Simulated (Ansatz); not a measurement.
# Si(vinyl)3(NEt2) (C10H19NSi): structure and electronic state

What does Si(vinyl)3(NEt2) (C10H19NSi) look like as a singlet, and where do its frontier electrons sit?

Method: RKS PBE0-D4/def2-TZVP; program: Ansatz 0.2.0, Gaussian basis.

The runs, in order: relaxation at r2SCAN-D4/def2-SVP; a single point at PBE0-D4/def2-TZVP.

### 1 Where the work starts

31 atoms, charge 0, spin multiplicity 1.

Atoms are counted from 1 here; the program's logs count them from 0.

Bond lengths: Si1–C2 1.894 Å, Si1–C7 1.897 Å, Si1–C12 1.891 Å, Si1–N17 1.726 Å, C2–C3 1.322 Å, C2–H4 1.084 Å, C3–H5 1.078 Å, C3–H6 1.080 Å, C7–C8 1.324 Å, C7–H9 1.085 Å, C8–H10 1.078 Å, C8–H11 1.080 Å, C12–C13 1.323 Å, C12–H14 1.083 Å, C13–H15 1.078 Å, C13–H16 1.081 Å, N17–C18 1.444 Å, N17–C20 1.447 Å and more. Angles: C2–Si1–C7 109.5°, C2–Si1–C12 109.1°, C2–Si1–N17 107.9°, C7–Si1–C12 109.0°, C7–Si1–N17 112.2°, C12–Si1–N17 109.1°, Si1–C2–C3 124.8°, Si1–C2–H4 117.1°, C3–C2–H4 118.1°, C2–C3–H5 121.4°, C2–C3–H6 122.9°, H5–C3–H6 115.7°, Si1–C7–C8 124.4°, Si1–C7–H9 117.6°, C8–C7–H9 118.0°, C7–C8–H10 121.3°, C7–C8–H11 122.9°, H10–C8–H11 115.7° and more.

The start is a GFN2-xTB geometry.

### 2 Optimising with r2SCAN-D4/def2-SVP

File in.yaml:

```yaml
crystal:
  periodic: [false, false, false]
  atoms:
    - {symbol: Si, position_ang: [0.397400, 0.674540, 0.203600]}
    - {symbol: C, position_ang: [0.437190, 0.656840, 2.096850]}
    - {symbol: C, position_ang: [1.516340, 0.431770, 2.827270]}
    - {symbol: H, position_ang: [-0.497470, 0.846180, 2.612170]}
    - {symbol: H, position_ang: [2.475210, 0.245190, 2.370450]}
    - {symbol: H, position_ang: [1.502620, 0.427400, 3.907450]}
    - {symbol: C, position_ang: [2.172390, 0.640940, -0.466090]}
    - {symbol: C, position_ang: [3.061840, 1.602610, -0.274870]}
    - {symbol: H, position_ang: [2.479990, -0.231730, -1.032140]}
    - {symbol: H, position_ang: [2.814860, 2.492330, 0.282280]}
    - {symbol: H, position_ang: [4.070110, 1.555420, -0.660110]}
    - {symbol: C, position_ang: [-0.451570, 2.259680, -0.381140]}
    - {symbol: C, position_ang: [-1.670840, 2.629450, -0.026620]}
    - {symbol: H, position_ang: [0.113300, 2.910400, -1.036780]}
    - {symbol: H, position_ang: [-2.277240, 2.021870, 0.625880]}
    - {symbol: H, position_ang: [-2.126980, 3.547400, -0.368530]}
    - {symbol: N, position_ang: [-0.523060, -0.687510, -0.321740]}
    - {symbol: C, position_ang: [-1.376360, -0.656680, -1.486680]}
    - {symbol: C, position_ang: [-0.605630, -0.881440, -2.788310]}
    - {symbol: C, position_ang: [-0.295740, -1.997490, 0.248980]}
    - {symbol: C, position_ang: [-1.393990, -2.390890, 1.236330]}
    - {symbol: H, position_ang: [-1.865880, 0.318390, -1.529650]}
    - {symbol: H, position_ang: [-2.151610, -1.421950, -1.383580]}
    - {symbol: H, position_ang: [0.139380, -0.099210, -2.910470]}
    - {symbol: H, position_ang: [-0.097890, -1.843180, -2.773130]}
    - {symbol: H, position_ang: [-1.283820, -0.860200, -3.637820]}
    - {symbol: H, position_ang: [-0.236350, -2.745230, -0.549850]}
    - {symbol: H, position_ang: [0.662140, -1.990460, 0.773150]}
    - {symbol: H, position_ang: [-1.431540, -1.667250, 2.045860]}
    - {symbol: H, position_ang: [-2.364050, -2.411830, 0.745680]}
    - {symbol: H, position_ang: [-1.192730, -3.375360, 1.651540]}
basis:
  gaussian: {orbitals: def2-SVP}
hamiltonian: {xc: r2scan, dispersion: d4}
scf: {lower_state_search: "off"}
output: {orbitals: {seedname: orbitals}}
relax: {f_tol: 0.03, max_steps: 70}
```

Started as:

```bash
$ ansatz run in.yaml --threads 2 --pin off --events-out ev --progress --plain --max-ram 20480MiB --backend cuda --devices 0, --max-vram 18GiB
```

The runs that follow: Single point, PBE0-D4/def2-TZVP.

Q: Predict the results of all the runs planned. Wanted: point group; commonest bond, hydrogen aside; HOMO, LUMO at PBE0-D4/def2-TZVP; dipole at r2SCAN-D4/def2-SVP.

As calculated:

```
                       quantity                          value
                    point group                             C1
 commonest bond, hydrogen aside  C–C, 5 of mean length 1.417 Å
HOMO, LUMO at PBE0-D4/def2-TZVP                -6.05, -0.68 eV
   dipole at r2SCAN-D4/def2-SVP                         0.34 D
```

What this shows: The molecule keeps its bonding pattern by the stored test; the atoms moved 1.09 Å (rms). No usable vibrations, so a minimum isn't proven. The HOMO lies nearest to N17 58 % and the LUMO to C2, C3, C13 about 14 % each; C12 11 %. The point group is read from a loosely relaxed geometry; soft torsions can leave it below the true symmetry.
